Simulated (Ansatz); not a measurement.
# TiN+ (quintet): wave-function methods side by side, def2-TZVPP

One table from this session's results is given with a row withheld; the runs are named, their logs left out.

The runs use Ansatz 0.2.0, Gaussian basis; def2-TZVPP, core rule «outside noble gas», up to 10 orbitals frozen.

The runs, in order: UHF; ROHF; CCSD(T) on UHF.

## What is computed

The geometry is a PBE0/def2-TZVP stationary point (not a proven minimum) of the parent state, kept for this charge and spin.

2 atoms, charge 1, spin multiplicity 5.

Atoms are counted from 1 here; the program's logs count them from 0.

Bond lengths: Ti1–N2 2.040 Å.

The first run:

File in.yaml:

```yaml
crystal:
  periodic: [false, false, false]
  atoms:
    - {symbol: Ti, position_ang: [0.000000, 0.000000, 0.000000]}
    - {symbol: N, position_ang: [0.000000, 0.000000, 2.039600]}
basis:
  gaussian: {orbitals: def2-TZVPP}
total_charge: 1
magnetization: {spin_polarized: true, initial_magnetization: 4}
hamiltonian: {xc: hf}
output: {orbitals: {seedname: orbitals}}
```

Launch:

```bash
$ ansatz run in.yaml --threads 1 --pin off --events-out ev --progress --plain --max-ram 2816MiB --backend cpu
```

Among the steps run: UHF; ROHF; CCSD(T) on UHF.

One table of the session follows, with a row left open; its other results are not shown here.

It belongs to the step «Misses and costs». 

```
  method  from UCCSD(T) (kJ/mol)
    ROHF                  +525.8
     UHF                  +501.0
    UMP2                       ?
   UCCSD                   +21.3
UCCSD(T)                       0
```

Estimate the missing values for UMP2.

As computed: from UCCSD(T) (kJ/mol): +80.1. In the column «from UCCSD(T) (kJ/mol)» it lies between UCCSD (+21.3) and UHF (+501.0).
